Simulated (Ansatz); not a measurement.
# Ge3Br4: the cost of one run

Method: DFT PBE, scalar-relativistic, plane waves, PAW, unless a step names another level, in Ansatz 0.2.0.

2 further runs of the same task are left out: 1 that didn't finish, 1 set aside as unsound or not needed.

### Step 1. The starting structure

The structure is trigonal, space group P-3m1 (No. 164). The conventional cell has a = 4.176 Å, b = 4.176 Å, c = 16.083 Å, α = 90.00°, β = 90.00°, γ = 120.00°. Ge (site symmetry 3m) is surrounded by 1 Br at 2.34 Å and 3 Ge at 2.51 Å. Ge (site symmetry -3m) has 6 Br at 2.87 Å as nearest neighbours. Around Br (site symmetry 3m) lie 1 Ge at 2.34 Å. Around Br (site symmetry 3m) lie 3 Ge at 2.87 Å.

Structure file:

```xyz
7
Lattice="4.1755 0.0000 0.0000 -2.0878 3.6161 0.0000 0.0000 0.0000 16.0831" Properties=species:S:1:pos:R:3 pbc="T T T"
Ge    2.0878    1.2054   15.7290
Ge    0.0000    2.4107    0.3540
Ge    0.0000    0.0000    8.0415
Br    2.0878    1.2054   13.3878
Br    0.0000    2.4107    2.6953
Br    0.0000    2.4107    9.5948
Br    2.0878    1.2054    6.4882
```

It came out lowest among 38 distinct ends of the trial cells. At a tolerance of 0.05 Å it has space group P-3m1 (No. 164).

### Step 2. Relaxing to 0.001 eV/Å, on the response runs' mesh and smearing

input.yaml

```yaml
crystal:
  lattice:
    - [4.1755076484, 0.0, 0.0]
    - [-2.0877538242, 3.6160956972, 0.0]
    - [0.0, 0.0, 16.083056914]
  atoms:
    - { symbol: Ge, position: [0.6666666667, 0.3333333333, 0.9779872703] }
    - { symbol: Ge, position: [0.3333333333, 0.6666666667, 0.0220127297] }
    - { symbol: Ge, position: [0.0, 0.0, 0.5] }
    - { symbol: Br, position: [0.6666666667, 0.3333333333, 0.8324149868] }
    - { symbol: Br, position: [0.3333333333, 0.6666666667, 0.1675850132] }
    - { symbol: Br, position: [0.3333333333, 0.6666666667, 0.5965795672] }
    - { symbol: Br, position: [0.6666666667, 0.3333333333, 0.4034204328] }
basis:
  ecutwfc: 420
kpoints:
  mp_grid: { grid: [12, 12, 2] }
hamiltonian:
  xc: pbe
scf:
  occupations: { method: gaussian, width: 0.1 }
output:
  forces: true
  stress: true
  eigenvalues: true
relax:
  adjacent_minimum: "off"
  f_tol: 0.001
  max_steps: 60
  cell: { stress_tol: 0.01 }
```

Started as:

```sh
$ ansatz run input.yaml --threads 3 --pin off --max-ram 7680MiB --backend cpu --events-out ev --progress --plain --runs-dir out
```

**Question.** How long does this run take on 3 threads of Intel Xeon at 2.50GHz (Skylake/Cascade Lake), shared host, and how much memory does it need?

About 2.2 min, with a peak of 0.76 GiB.
